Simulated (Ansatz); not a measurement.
# SiGeHO+ (triplet): from Hartree-Fock to the top rungs, cc-pVDZ

Aim: climb from Hartree-Fock through coupled cluster for SiGeHO+ (triplet) at one geometry and basis, and see what each rung misses.

Computed with Ansatz 0.2.0, Gaussian basis. Level: cc-pVDZ, core rule «outside noble gas», up to 20 orbitals frozen.

Plan: UHF; CCSD(T) on ROHF; CCSD(T) on UHF; BCCD(T) on ROHF; CISD as a restricted active space (open shells left free, so some higher excitations enter); CCSDT(Q) on ROHF; CCSDT(Q) on UHF.

23 further runs of the same task are left out: 1 for a known fault of the program, 7 that didn't finish, 15 set aside as unsound or not needed. Runs told in other sessions of the task aren't counted.

**1. The system**

The geometry is a PBE0/def2-TZVP stationary point (not a proven minimum) of the parent state, kept for this charge and spin. No spin-orbit coupling is included. The filled d shell of Ge may be among the frozen orbitals whatever the setting's name suggests.

4 atoms, charge 1, spin multiplicity 3.

Atoms are counted from 1 here; the program's logs count them from 0.

Bond lengths: Ge1–Si2 2.195 Å, Si2–O3 1.635 Å, O3–H4 0.962 Å. Angles: Ge1–Si2–O3 175.9°, Si2–O3–H4 118.2°.

Geometry (Å):

```xyz
4
charge 1, multiplicity 3
Ge    0.00001   -0.16419    2.57007
Si   -0.00001   -0.26114    0.37688
O     0.00002   -0.21710   -1.25773
H    -0.00001    0.64242   -1.68923
```

**2. UHF**

in.yaml

```yaml
crystal:
  periodic: [false, false, false]
  atoms:
    - {symbol: Ge, position_ang: [0.000006, -0.164187, 2.570072]}
    - {symbol: Si, position_ang: [-0.000013, -0.261137, 0.376882]}
    - {symbol: O, position_ang: [0.000021, -0.217096, -1.257726]}
    - {symbol: H, position_ang: [-0.000014, 0.642420, -1.689228]}
basis:
  gaussian: {orbitals: cc-pVDZ}
total_charge: 1
magnetization: {spin_polarized: true, initial_magnetization: 2}
hamiltonian: {xc: hf}
output: {orbitals: {seedname: orbitals}}
```

Started as:

```bash
$ ansatz run in.yaml --threads 1 --pin off --events-out ev --progress --plain --max-ram 2393MiB
```

After this run come: CCSD(T) on ROHF; CCSD(T) on UHF; BCCD(T) on ROHF; CISD as a restricted active space (open shells left free, so some higher excitations enter); CCSDT(Q) on ROHF; CCSDT(Q) on UHF.

Q: Predict the results of all the runs planned. Wanted: UCCSDT(Q) from the RHF energy; RMP2 from UCCSDT(Q); UMP2 from UCCSDT(Q); RCCSD from UCCSDT(Q); RCCSD(T) from UCCSDT(Q); UCCSD(T) from UCCSDT(Q); RCCSDT(Q) from UCCSDT(Q); T1 diagnostic.

As calculated:

| quantity | value |
| --- | --- |
| UCCSDT(Q) from the ROHF energy | -9.6688 eV |
| RMP2 from UCCSDT(Q) | +1117.9 meV |
| UMP2 from UCCSDT(Q) | +1154.0 meV |
| RCCSD from UCCSDT(Q) | +413.1 meV |
| RCCSD(T) from UCCSDT(Q) | +81.0 meV |
| UCCSD(T) from UCCSDT(Q) | +80.8 meV |
| RCCSDT(Q) from UCCSDT(Q) | +7.1 meV |
| levels within 1 kcal/mol (43 meV) | RCCSDT, UCCSDT, RCCSDT(Q) |
| T1 diagnostic | 0.025 |

What this shows: RCCSD(T) lands +81.0 meV from the yardstick (0.8 % of the correlation energy). These misses are within one basis, not against nature; the frozen cores of restricted and unrestricted runs differ, which can shift their rows.

With open shells the CI space here admits some higher excitations, so it is larger than plain CISD.
